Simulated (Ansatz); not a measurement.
CH₃Br, SMILES CBr: the interaction energy of a dimer with the counterpoise correction, run with Ansatz 0.2.0 through its Python package.

`ch3br.py`
```python
"""Binding of a CH3Br dimer at a trial geometry."""

import ansatz as az

FIRST = [
    ("C", (-0.1064, 0.1245, 0.0889)),
    ("Br", (1.0022, -1.167, -0.8347)),
    ("H", (0.5152, 0.9748, 0.3521)),
    ("H", (-0.5062, -0.3536, 0.9777)),
    ("H", (-0.9048, 0.4213, -0.584)),
]
SECOND = [
    ("C", (1.6384, -6.2485, -2.4817)),
    ("Br", (2.1757, -4.5954, -1.6281)),
    ("H", (0.8948, -6.0117, -3.2364)),
    ("H", (1.2228, -6.8988, -1.7182)),
    ("H", (2.52, -6.6938, -2.9322)),
]

def energy(atoms, ghosts=()):
    molecule = az.Crystal.molecule()
    for symbol, xyz in atoms:
        molecule = molecule.atom(symbol, xyz)
    calc = (
        molecule.calculation()
        .basis(gaussian="def2-SVPD")
        .functional("hf")
        .scf(lower_state_search="standard")
    )
    deck = calc.input()
    if ghosts:
        deck = deck.set(az.key.basis.gaussian.ghost_atoms, [{"symbol": s, "position_ang": list(xyz)} for s, xyz in ghosts])
    return az.Session.from_dict(deck).plan().execute().report["free_energy_ev"]


def main() -> None:
    # ghost atoms carry the functions of the partner
    both = energy(FIRST + SECOND)
    alone = energy(FIRST) + energy(SECOND)
    ghosted = energy(FIRST, SECOND) + energy(SECOND, FIRST)
    print(f"dimer {both:.6f} eV")
    print(f"interaction, uncorrected   {23.060548 * (both - alone):8.3f} kcal/mol")
    print(f"interaction, counterpoise  {23.060548 * (both - ghosted):8.3f} kcal/mol")
    print(f"basis-set superposition    {23.060548 * (alone - ghosted):8.3f} kcal/mol")


if __name__ == "__main__":
    main()
```

How large is the interaction at this pose, and how much of it is basis-set superposition?

Uncorrected it is 1.323 kcal/mol, with the counterpoise correction 1.546 kcal/mol; the difference, 0.22 kcal/mol, is the superposition error. In this basis both values are repulsive.

The output:

`python ch3br.py` gives:
```text
dimer -142135.300054 eV
interaction, uncorrected      1.323 kcal/mol
interaction, counterpoise     1.546 kcal/mol
basis-set superposition       0.223 kcal/mol
```

Reading the output:
- These settings explore the input space; basis and method may be short of convergence.
- The dimer is a generated trial pose of unrelaxed monomers, not a minimum, so the figure is no binding energy, and the basis set is small.
- Hartree-Fock leaves correlation out, so bond, atomisation and ionisation energies come out well too low.
- This level lacks the dispersion part of the attraction (electrostatics and induction are there), which can decide the sign where the interaction is weak.
- Timing: 7.4 s on 1 thread of Arm Neoverse V2, on a shared host, peak memory 0.51 GiB.
